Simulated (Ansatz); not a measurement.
# C₂H₅AlClNO: how energies converge with the basis set

An exercise on one series of results from a longer session: the logs are not shown, and one member is left open.

Computed with Ansatz 0.2.0, Gaussian basis. Level: one geometry, several basis sets.

The runs, in order: PBE0-D4/def2-SVP; ωB97M-V/def2-SVP; PBE0-D4/def2-QZVPP; ωB97M-V/def2-QZVPP; the functionals' def2-TZVPP values are taken from earlier runs.

## The relaxed structure

An earlier PBE0-D4 in a triple-zeta def2 set relaxation fixed the geometry.

SMILES `[CH3][Al]([OH])[C](=N)Cl`, 11 atoms, charge 0, spin multiplicity 1.

Atoms are counted from 1 here; the program's logs count them from 0.

Bond lengths: C1–Al2 1.930 Å, C1–H7 1.092 Å, C1–H8 1.094 Å, C1–H9 1.094 Å, Al2–O3 1.691 Å, Al2–C4 1.988 Å, O3–H10 0.958 Å, C4–N5 1.250 Å, C4–Cl6 1.805 Å, N5–H11 1.022 Å. Angles: Al2–C1–H7 111.8°, Al2–C1–H8 110.9°, Al2–C1–H9 110.9°, H7–C1–H8 108.3°, H7–C1–H9 108.3°, H8–C1–H9 106.5°, C1–Al2–O3 122.7°, C1–Al2–C4 123.2°, O3–Al2–C4 114.1°, Al2–O3–H10 120.3°, Al2–C4–N5 122.4°, Al2–C4–Cl6 116.0°, N5–C4–Cl6 121.6°, C4–N5–H11 115.1°.

Set-up of the first run:

in.yaml

```yaml
crystal:
  periodic: [false, false, false]
  atoms:
    - {symbol: C, position_ang: [-1.637615, 1.021583, 0.625703]}
    - {symbol: Al, position_ang: [0.151390, 0.317213, 0.456262]}
    - {symbol: O, position_ang: [1.410443, 0.760206, 1.494371]}
    - {symbol: C, position_ang: [0.677532, -0.988040, -0.947682]}
    - {symbol: N, position_ang: [1.841260, -1.435184, -1.045385]}
    - {symbol: Cl, position_ang: [-0.628938, -1.497384, -2.084767]}
    - {symbol: H, position_ang: [-1.718951, 1.727515, 1.454691]}
    - {symbol: H, position_ang: [-2.359774, 0.215905, 0.788572]}
    - {symbol: H, position_ang: [-1.943892, 1.532385, -0.292127]}
    - {symbol: H, position_ang: [2.285572, 0.388642, 1.378348]}
    - {symbol: H, position_ang: [1.988171, -2.099741, -1.807285]}
basis:
  gaussian: {orbitals: def2-SVP}
hamiltonian: {xc: pbe0, dispersion: d4}
output: {orbitals: {seedname: orbitals}}
```

Steps of the session up to this table: PBE0-D4 in def2-SVP; ωB97M-V in def2-SVP; PBE0-D4 in def2-QZVPP; ωB97M-V in def2-QZVPP.

One table of the session follows, with a row left open; its other results are not shown here.

It belongs to the step «Functionals by basis». 

| functional | basis | HOMO (eV) |
| --- | --- | --- |
| PBE0-D4 | def2-SVP | -7.55 |
| PBE0-D4 | def2-TZVPP | -7.76 |
| PBE0-D4 | def2-QZVPP | -7.81 |
| ωB97M-V | def2-SVP | -9.69 |
| ωB97M-V | def2-TZVPP | ? |
| ωB97M-V | def2-QZVPP | -9.98 |

Estimate the missing values for ωB97M-V, def2-TZVPP.

**Answer.** HOMO (eV): -9.94. In the column «HOMO (eV)» it lies between ωB97M-V, def2-QZVPP (-9.98) and ωB97M-V, def2-SVP (-9.69).
